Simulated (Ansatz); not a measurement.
A nudged elastic band was laid between two geometries of a periodic cell of 31 atoms, Al30Si (host Al, host structure fcc, dopant Si, one Al atom removed).

Method: DFT PBE, scalar-relativistic, plane waves, PAW in Ansatz 0.2.0. Settings: PAW set soft_1, cutoff 420 eV, k mesh 2x2x2, fermi-dirac smearing 0.15 eV, no spin polarisation.

```yaml
movable_images: 7
climbing_image: yes
spring: 5.0 eV/Å²
optimiser: quadratic models (default)
start_path: IDPP
force_threshold: 0.05 eV/Å
iteration_limit: 35
end_points: relaxed
```

Image 0:

```xyz
31
Lattice="8.1000 0.0000 0.0000 0.0000 8.1000 0.0000 0.0000 0.0000 8.1000" Properties=species:S:1:pos:R:3
Si 4.086 -0.005 0.039
Al 6.052 2.027 0.014
Al 6.048 0.001 2.001
Al -0.021 0.000 0.011
Al 2.045 1.982 -0.007
Al 4.058 4.050 0.008
Al 6.052 6.072 0.012
Al 2.037 0.002 2.008
Al 4.060 2.026 2.003
Al 6.054 4.050 2.008
Al 4.062 0.001 4.032
Al 6.055 2.032 4.035
Al 6.057 -0.001 6.092
Al -0.016 4.050 0.013
Al 2.047 6.122 -0.010
Al -0.017 2.032 2.007
Al 2.027 4.053 1.997
Al 4.060 6.073 2.004
Al -0.010 0.003 4.043
Al 2.036 2.019 4.046
Al 4.062 4.050 4.037
Al 6.055 6.070 4.033
Al 4.042 1.978 6.101
Al 6.048 4.049 6.078
Al -0.020 6.072 2.006
Al -0.010 4.052 4.041
Al 2.035 6.084 4.044
Al -0.008 2.018 6.085
Al 2.039 4.051 6.091
Al 4.043 6.117 6.096
Al -0.008 6.084 6.085
```

Image 8:

Only the atoms that move by more than 0.05 Å are listed.
```
Si1 1.993 0.000 -2.057
```

Question: What changes between the two ends?

Answer: The atom that moves furthest is Si1, by 2.96 Å; four of its nearest neighbours are Al3 2.78, Al18 2.82, Al7 2.82, Al9 2.83 Å at the first end and Al19 2.78, Al28 2.82, Al31 2.82, Al20 2.82 Å at the last.

Question: Give the energies along the band, and the barrier.

Answer: It converged. The highest image is number 4 of 0 to 8, 0.60 eV above the ends, which have the same energy within 2 meV. By the program's own check the climbing image is a first-order saddle point (lowest curvatures found: -1.09 and 0.19 eV/Å²). Limits of this set-up: coarse k mesh, no spin, though dangling bonds at a vacancy may carry it, a small cell, in which the defect meets its images.

| image | path coordinate (Å) | energy (eV) |
| --- | --- | --- |
| 0 | 0.00 | 0.00 |
| 1 | 0.39 | 0.11 |
| 2 | 0.78 | 0.33 |
| 3 | 1.17 | 0.52 |
| 4 | 1.57 | 0.60 |
| 5 | 1.95 | 0.53 |
| 6 | 2.34 | 0.34 |
| 7 | 2.73 | 0.12 |
| 8 | 3.11 | 0.00 |

Question: What is the geometry of the highest image?

Answer: 
```xyz
31
Lattice="8.1000 0.0000 0.0000 0.0000 8.1000 0.0000 0.0000 0.0000 8.1000" Properties=species:S:1:pos:R:3
Si 2.895 -0.001 -0.872
Al 6.073 2.009 0.009
Al 6.069 0.000 1.998
Al 0.096 0.000 -0.089
Al 1.982 2.190 0.040
Al 4.065 4.051 -0.007
Al 6.073 6.091 0.009
Al 2.110 0.000 1.926
Al 4.075 2.047 2.009
Al 6.092 4.051 2.030
Al 4.009 0.001 4.059
Al 6.068 2.051 4.054
Al 6.063 0.001 6.113
Al -0.067 4.049 0.006
Al 1.979 5.908 0.042
Al 0.007 2.021 2.015
Al 2.016 4.049 2.089
Al 4.075 6.054 2.008
Al 0.024 0.000 4.053
Al 2.013 2.009 4.049
Al 4.065 4.050 4.035
Al 6.068 6.050 4.054
Al 4.050 2.054 6.071
Al 6.086 4.051 6.057
Al 0.005 6.078 2.016
Al -0.008 4.051 4.030
Al 2.013 6.091 4.049
Al 0.012 2.047 6.047
Al 2.029 4.051 6.057
Al 4.049 6.048 6.073
Al 0.014 6.054 6.047
```

The run took 9.4 min on 2 threads of Arm Neoverse V1, on a shared host, peak memory 2.3 GiB.
